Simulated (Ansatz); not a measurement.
# U-wB97X/cc-pVTZ run of SF (Monosulfur monofluoride)

Aim: the electronic atomisation energy of SF (Monosulfur monofluoride) at U-wB97X/cc-pVTZ, from 3 runs. 

Program for the calculation: Ansatz 0.2.0.

40 further runs of the same task are left out: 4 that didn't finish, 36 set aside as unsound or not needed.

## 1. The structure to begin with

The species is SF (2 atoms), meant as a doublet with charge 0. SMILES: `F[S]`. Geometry: relaxed at PBE0-D4/def2-TZVP.

Bond lengths: F1–S2 1.594 Å.

## 2. The energy at U-wB97X/cc-pVTZ

input.yaml

```yaml
crystal:
  periodic: [false, false, false]
  atoms:
    - {symbol: F, position_ang: [-0.000000, -0.000000, 0.016120]}
    - {symbol: S, position_ang: [0.000000, 0.000000, 1.610410]}
basis:
  gaussian:
    orbitals: cc-pVTZ
magnetization:
  spin_polarized: true
  initial_magnetization: 1
hamiltonian:
  xc: {name: wB97X}
accuracy: high
output: {orbitals: {seedname: orbitals}}
```

Run with:

```sh
$ ansatz run input.yaml --threads 1 --pin off --max-ram 3480MiB --events-out events.jsonl --progress --plain --runs-dir runs
```

What it wrote:

```text
Warning: RAYON_NUM_THREADS=1 ignored (pool sized by the plan → 1); use --threads N
Functional definition: wB97X
  name "wB97X"
  parameter omega = 0.3/bohr
  parameter cx = 0.157706
  parameter cx1 = 0.726479
  parameter cx2 = 1.04760
  parameter cx3 = -5.70635
  parameter cx4 = 13.2794
  parameter css1 = -4.33879
  parameter css2 = 18.2308
  parameter css3 = -31.7430
  parameter css4 = 17.2901
  parameter cos1 = 2.37031
  parameter cos2 = -11.3995
  parameter cos3 = 6.58405
  parameter cos4 = -3.78132
  exchange = spin_sum(e_x_unif_sr(omega)*poly(b97_u_x, 1 - cx, cx1, cx2, cx3, cx4)) + cx*exact_x_sr(omega)
      + exact_x_lr(omega)
  correlation = spin_sum(e_c_pw_same_spin*poly(b97_u_same, 1, css1, css2, css3, css4))
      + integral(e_c_pw_opposite_spin*poly(b97_u_opposite, 1, cos1, cos2, cos3, cos4))
883 factors; integrals over basis functions are off by at most 3.8e-9 eV
170 factors; integrals over basis functions are off by at most 1.7e-9 eV
mean field evaluation 1: about -13550.2251 eV, gradient 1.4e1 eV
mean field evaluation 2: about -13550.3280 eV, gradient 1.5e1 eV
mean field evaluation 4: about -13550.8936 eV, gradient 4.8e-1 eV
mean field evaluation 8: about -13550.9491 eV, gradient 7.9e-2 eV
mean field evaluation 16: about -13550.9492 eV, gradient 4.3e-5 eV
mean field -13550.94919242 eV, -497.9881976580 hartree, gradient 4.1e-8 eV, S^2 0.754537; 0 other end points of the search recorded, 0 dependent functions left out
reference -13550.94919109 eV, -497.9881976091 hartree; 13, 12 occupied and 51, 52 virtual orbitals, 883 factors
Total energy: -13550.94919109 eV, -497.9881976091 hartree
```

Wall time 15 s (1 thread of Arm Neoverse V1, shared host); peak memory 0.31 GiB.

## 3. The F atom

in.yaml

```yaml
crystal:
  periodic: [false, false, false]
  atoms:
    - symbol: F
      position_ang: [0.000000, 0.000000, 0.000000]
basis:
  gaussian: {orbitals: cc-pVTZ}
hamiltonian: {xc: {name: wB97X}}
accuracy: high
magnetization: {spin_polarized: true, initial_magnetization: 1}
```

Run with:

```sh
$ ansatz run in.yaml --threads 1 --pin off --max-ram 3480MiB --events-out events.jsonl --progress --plain --runs-dir runs
```

What it wrote, shortened:

```text
Warning: RAYON_NUM_THREADS=1 ignored (pool sized by the plan → 1); use --threads N
[... 2 set-up lines as earlier in the session ...]
[...]
      + exact_x_lr(omega)
[...]
      + integral(e_c_pw_opposite_spin*poly(b97_u_opposite, 1, cos1, cos2, cos3, cos4))
299 factors; integrals over basis functions are off by at most 2.7e-9 eV
74 factors; integrals over basis functions are off by at most 2.0e-9 eV
[...]
mean field -2714.05749477 eV, -99.7397732786 hartree, gradient 3.3e-8 eV, S^2 0.751629; 0 other end points of the search recorded, 0 dependent functions left out
reference -2714.05749425 eV, -99.7397732596 hartree; 5, 4 occupied and 25, 26 virtual orbitals, 299 factors
Total energy: -2714.05749425 eV, -99.7397732596 hartree
```

Wall time 1.8 s (1 thread of Arm Neoverse V1, shared host); peak memory 0.14 GiB.

## 4. The S atom

run.yaml

```yaml
crystal:
  periodic: [false, false, false]
  atoms:
    - symbol: S
      position_ang: [0.000000, 0.000000, 0.000000]
basis:
  gaussian: {orbitals: cc-pVTZ}
accuracy: high
magnetization: {spin_polarized: true, initial_magnetization: 2}
hamiltonian: {xc: {name: wB97X}}
```

Run the same way, it converges to -398.11441 Eh (log not shown).

## 5. Results

At U-wB97X/cc-pVTZ:

```
                                    quantity          value
                      molecule: total energy  -497.98820 Eh
molecule: HOMO energy (highest over α and β)       -9.64 eV
 molecule: LUMO energy (lowest over α and β)       -2.10 eV
                              molecule: ⟨S²⟩          0.755
                        F atom: total energy   -99.73977 Eh
                                F atom: ⟨S²⟩          0.752
                        S atom: total energy  -398.11441 Eh
                                S atom: ⟨S²⟩          2.005
               electronic atomisation energy       3.647 eV
```

What this shows: Taking the molecule apart into free atoms costs 3.65 eV (84 kcal/mol), before zero-point energy and without spin-orbit coupling.
